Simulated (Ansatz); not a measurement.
# CH4AlFS: basis-set convergence

An exercise on one series of results from a longer session: the logs are not shown, and one member is left open.

Method: one geometry, several basis sets; program: Ansatz 0.2.0, Gaussian basis.

Levels to be run: PBE0-D4/def2-SVP; ωB97M-V/def2-SVP; PBE0-D4/def2-QZVPP; ωB97M-V/def2-QZVPP; CCSD(T)/cc-pV(D+d)Z; CCSD(T)/cc-pV(T+d)Z; CCSD(T)/cc-pV(Q+d)Z; the functionals' def2-TZVPP values are taken from earlier runs.

## Structure used throughout

The geometry comes from an earlier relaxation with PBE0-D4 in a triple-zeta def2 set; it is a stationary point, not always the lowest conformer.

SMILES `C[S][AlH][F]`, 8 atoms, charge 0, spin multiplicity 1.

Atoms are counted from 1 here; the program's logs count them from 0.

Bond lengths: C1–S2 1.825 Å, C1–H5 1.091 Å, C1–H6 1.089 Å, C1–H7 1.089 Å, S2–Al3 2.158 Å, Al3–F4 1.647 Å, Al3–H8 1.573 Å. Angles: S2–C1–H5 112.1°, S2–C1–H6 108.6°, S2–C1–H7 108.7°, H5–C1–H6 109.0°, H5–C1–H7 109.0°, H6–C1–H7 109.5°, C1–S2–Al3 99.4°, S2–Al3–F4 118.3°, S2–Al3–H8 121.8°, F4–Al3–H8 119.9°.

The first run:

in.yaml reads:

```yaml
crystal:
  periodic: [false, false, false]
  atoms:
    - {symbol: C, position_ang: [-0.688456, 1.158512, -0.202888]}
    - {symbol: S, position_ang: [-1.138168, -0.498178, 0.415321]}
    - {symbol: Al, position_ang: [0.785445, -1.464629, 0.261975]}
    - {symbol: F, position_ang: [0.905840, -3.040806, 0.722624]}
    - {symbol: H, position_ang: [0.365838, 1.223393, -0.475160]}
    - {symbol: H, position_ang: [-1.294456, 1.378821, -1.080251]}
    - {symbol: H, position_ang: [-0.898406, 1.889898, 0.575899]}
    - {symbol: H, position_ang: [2.054563, -0.704010, -0.273319]}
basis:
  gaussian: {orbitals: def2-SVP}
hamiltonian: {xc: pbe0, dispersion: d4}
output: {orbitals: {seedname: orbitals}}
```

Run with:

```
> ansatz run in.yaml --threads 2 --pin off --events-out ev --progress --plain --max-ram 31744MiB --backend cpu
```

Among the steps run: PBE0-D4 in def2-SVP; ωB97M-V in def2-SVP; PBE0-D4 in def2-QZVPP; ωB97M-V in def2-QZVPP.

One of the session's tables, all rows but one given; the rest of the session is left out.

It belongs to the step «Density functionals: the series». 

```
functional       basis  HOMO (eV)
   PBE0-D4    def2-SVP      -7.34
   PBE0-D4  def2-TZVPP      -7.41
   PBE0-D4  def2-QZVPP      -7.43
   ωB97M-V    def2-SVP          ?
   ωB97M-V  def2-TZVPP      -9.58
   ωB97M-V  def2-QZVPP      -9.61
```

Q: Estimate the row for ωB97M-V, def2-SVP from the others.

**Answer.** HOMO (eV): -9.45. In the column «HOMO (eV)» it lies between ωB97M-V, def2-TZVPP (-9.58) and PBE0-D4, def2-QZVPP (-7.43).
